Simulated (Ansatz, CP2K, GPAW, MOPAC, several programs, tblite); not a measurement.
# MgSnSb2 from cheap methods to r2SCAN

Aim: run MgSnSb2 through methods of unlike cost and see what each gets, and at what price.

Computed with MOPAC, tblite, CP2K, GPAW, Ansatz (versions at each run) (no spin polarisation, static lattice; gaps from single points on the cell relaxed beforehand with r²SCAN, unless a step's input says otherwise).

4 further runs of the same task are left out: 4 set aside as unsound or not needed.

## (1) Starting point

It takes space group P-4m2 (No. 115, tetragonal). The conventional cell has a = 4.600 Å, b = 4.600 Å, c = 6.555 Å, α = 90.00°, β = 90.00°, γ = 90.00°. Around Mg (site symmetry -4m2) lie 4 Sb at 2.80 Å. Sb (site symmetry 2mm) is surrounded by 2 Mg at 2.80 Å and 2 Sn at 2.85 Å. Sn (site symmetry -4m2) has 4 Sb at 2.85 Å as nearest neighbours.

Structure file:

```
Mg Sb Sn
1.0
     4.60048    0.00000    0.00000
     0.00000    4.60048    0.00000
     0.00000    0.00000    6.55524
Mg Sb Sn
1 2 1
Direct
  0.00000 0.00000 0.00000
  0.00000 0.50000 0.24288
  0.50000 0.00000 0.75712
  0.50000 0.50000 0.50000
```

The structure type (II-IV-V2 ordering on zincblende lattice) is imposed and need not be the compound's stable one.

**Question.** The methods are PM6, PM7, GFN1-xTB (tblite), PBE/DZVP, PBE/single-zeta, PBE/SZV, coarse PBE, PBE, r2SCAN. What gap does r2SCAN give on this cell, and which other methods (full PBE left aside) come nearest to r2SCAN and farthest in gap, volume and bulk modulus?

| quantity | value |
| --- | --- |
| r2SCAN | no gap, 34.68 Å³/atom, B₀ 40 GPa |
| gap: nearest and farthest of the other methods | GFN1-xTB (tblite), PBE/DZVP, PBE/single-zeta, PBE/SZV, coarse PBE (about 0.00 eV off); PM6 (+3.95 eV) |
| volume: nearest and farthest of the other methods | PBE/DZVP, PBE/SZV (about 4.3 % off); GFN1-xTB (tblite) (-7.4 %) |
| bulk modulus: nearest and farthest of the other methods | PBE/SZV (+12 %), GFN1-xTB (tblite) (+39 %) |

In words: For the gap (full PBE left aside), GFN1-xTB (tblite), PBE/DZVP, PBE/single-zeta, PBE/SZV, coarse PBE tie for nearest to r2SCAN; PM6 is farthest. For the volume (full PBE left aside), PBE/DZVP, PBE/SZV tie for nearest to r2SCAN; GFN1-xTB (tblite) is farthest. Among the 3 methods compared for the bulk modulus (full PBE left aside), PBE/SZV is nearest to r2SCAN and GFN1-xTB (tblite) farthest. A minimal basis or a coarse cutoff and mesh shifts results by its own error, so closeness to r2SCAN can be chance. Cluster runs see only the k-points that fold onto the zone centre, so their gaps can miss the band edges. PM7 ended in an unphysical state and is left out of the comparison. No volume is given for PM6, PBE/single-zeta, coarse PBE, which can hide a larger miss. Overlaps count as a gap of zero in the misses; they are PBE/DZVP -0.20, PBE/single-zeta -0.18, coarse PBE -0.11, PBE -0.15 eV. CPU times run from 1.9 s (coarse PBE) to 34 s (r2SCAN). PM6 disagrees with r2SCAN even on whether there is a gap. Semilocal functionals can close a small real gap, so r2SCAN's «no gap» may be its own error. r2SCAN is a yardstick, not the truth. Spin-orbit coupling is left out throughout.
